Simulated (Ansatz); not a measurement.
# MoN+ (quintet): from Hartree-Fock to the top rungs, def2-TZVPP

An exercise on one series of results from a longer session: the logs are not shown, and one member is left open.

Method: def2-TZVPP, core rule «outside noble gas», up to 5 orbitals frozen; program: Ansatz 0.2.0, Gaussian basis.

Plan: UHF; ROHF; CCSD(T) on UHF.

**The geometry**

The geometry is a PBE0/def2-TZVP stationary point (not a proven minimum) of the parent state, kept for this charge and spin. No spin-orbit coupling is included. Elements past krypton take def2 core potentials.

2 atoms, charge 1, spin multiplicity 5.

Atoms are counted from 1 here; the program's logs count them from 0.

Bond lengths: Mo1–N2 1.834 Å.

The first run:

The input, in.yaml:

```yaml
crystal:
  periodic: [false, false, false]
  atoms:
    - {symbol: Mo, position_ang: [0.000000, 0.000000, 0.000000]}
    - {symbol: N, position_ang: [0.000000, 0.000000, 1.833800]}
basis:
  gaussian: {orbitals: def2-TZVPP}
total_charge: 1
magnetization: {spin_polarized: true, initial_magnetization: 4}
hamiltonian: {xc: hf}
output: {orbitals: {seedname: orbitals}}
```

Launch:

```
ansatz run in.yaml --threads 1 --pin off --events-out ev --progress --plain --max-ram 4096MiB --backend cpu
```

Steps of the session up to this table: UHF; ROHF; CCSD(T) on UHF.

One of the session's tables, all rows but one given; the rest of the session is left out.

| method | from UCCSD(T) (meV) |
| --- | --- |
| ROHF | +9529.7 |
| UMP2 | +2038.2 |
| UCCSD | ? |
| UCCSD(T) | 0 |

Q: Estimate the row for UCCSD from the others.

The run gave: from UCCSD(T) (meV): +584.2. In the column «from UCCSD(T) (meV)» it lies between UCCSD(T) (0) and UMP2 (+2038.2).

Left out of the table: UHF (another determinant or state than the rows shown).

The program flags UCCSD(T) as in doubt (see the logs), so the zero of the table is itself unsure.

To keep in mind: The determinant is far from a pure spin state, so its energy mixes those of several spin states (harmless only where they are near-degenerate, as at dissociation). The program flags UCCSD(T) as in doubt, so the zero of the table is itself unsure. Warnings: spin contamination; coupled cluster took another determinant than the lowest.
